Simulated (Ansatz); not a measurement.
**ScAl3: properties at the relaxed cell**

One table from this session's results is given with a row withheld; the runs are named, their logs left out.

Computed with Ansatz 0.2.0 (DFT r2SCAN, scalar-relativistic, plane waves, PAW, unless a step's input says otherwise).

1 further run of the same task is left out (set aside as unsound or not needed).

### Starting point

The structure is cubic, space group Pm-3m (No. 221). Conventional cell: a = 4.086 Å, b = 4.086 Å, c = 4.086 Å, α = 90.00°, β = 90.00°, γ = 90.00°. Around Sc (site symmetry m-3m) lie 12 Al at 2.89 Å. Around Al (site symmetry 4/mmm) lie 4 Sc at 2.89 Å and 8 Al at 2.89 Å.

As a file:

```cif
data_structure
_symmetry_space_group_name_H-M 'P 1'
_symmetry_Int_Tables_number 1
_cell_length_a 4.0855
_cell_length_b 4.0855
_cell_length_c 4.0855
_cell_angle_alpha 90.000
_cell_angle_beta 90.000
_cell_angle_gamma 90.000
_cell_volume 68.19
loop_
_atom_site_label
_atom_site_type_symbol
_atom_site_fract_x
_atom_site_fract_y
_atom_site_fract_z
_atom_site_occupancy
Sc1 Sc 0.00000 0.00000 0.00000 1
Al1 Al 0.50000 0.00000 0.50000 1
Al2 Al 0.00000 0.50000 0.50000 1
Al3 Al 0.50000 0.50000 0.00000 1
```

It goes back to an entry of the Materials Project.

This cell was relaxed beforehand with the same method: volume 17.05 Å³/atom, gap on the mesh none (metal).

The first run:

File input.yaml:

```yaml
crystal:
  lattice:
    - [4.0442657182, 0.0, 0.0]
    - [0.0, 4.0442657182, 0.0]
    - [0.0, 0.0, 4.0442657182]
  atoms:
    - { symbol: Sc, position: [0.0, 0.0, 0.0] }
    - { symbol: Al, position: [0.5, 0.0, 0.5] }
    - { symbol: Al, position: [0.0, 0.5, 0.5] }
    - { symbol: Al, position: [0.5, 0.5, 0.0] }
basis:
  ecutwfc: 500
kpoints:
  mp_grid: { grid: [10, 10, 10] }
hamiltonian:
  xc: r2scan
scf:
  occupations: { method: gaussian, width: 0.1 }
output:
  forces: true
  stress: true
  eigenvalues: true
```

Run with:

```
$ ansatz run input.yaml --threads 2 --pin off --max-ram 5120MiB --backend cpu --events-out ev --progress --plain --runs-dir out
```

Steps of the session up to this table: Point at V/V0 = 0.97; The cell scaled to 1.03 of its volume; Volume × 0.94; Point at V/V0 = 1.06; Point at V/V0 = 0.91; Point at V/V0 = 1.10; The cell scaled to 0.88 of its volume.

One table of the session follows, with a row left open; its other results are not shown here.

It belongs to the step «Equation of state». 

```
volume (Å³/atom)  energy above the lowest point (meV/atom)  pressure (GPa)
          15.003                                      88.7           15.46
          15.514                                      47.2           10.68
          16.026                                      19.8            6.58
          16.537                                       4.7            3.04
          17.049                                       0.0            0.00
          17.560                                         ?               ?
          18.071                                      16.4           -4.86
          18.753                                      42.7           -7.35
```

Estimate the missing values for volume (Å³/atom) = 17.560.

Worked estimate for «energy above the lowest point (meV/atom)». A straight line through the neighbours (17.049, 0.0) and (18.071, 16.4) gives 0.0 + (16.4 − 0.0) × (17.560 − 17.049) / (18.071 − 17.049) = 8.2; a parabola fitted to 4 rows on both sides gives 4.5.

**Answer.** energy above the lowest point (meV/atom): 4.3; pressure (GPa): -2.62. In «energy above the lowest point (meV/atom)» the line misses by +3.9 and the parabola by +0.2.
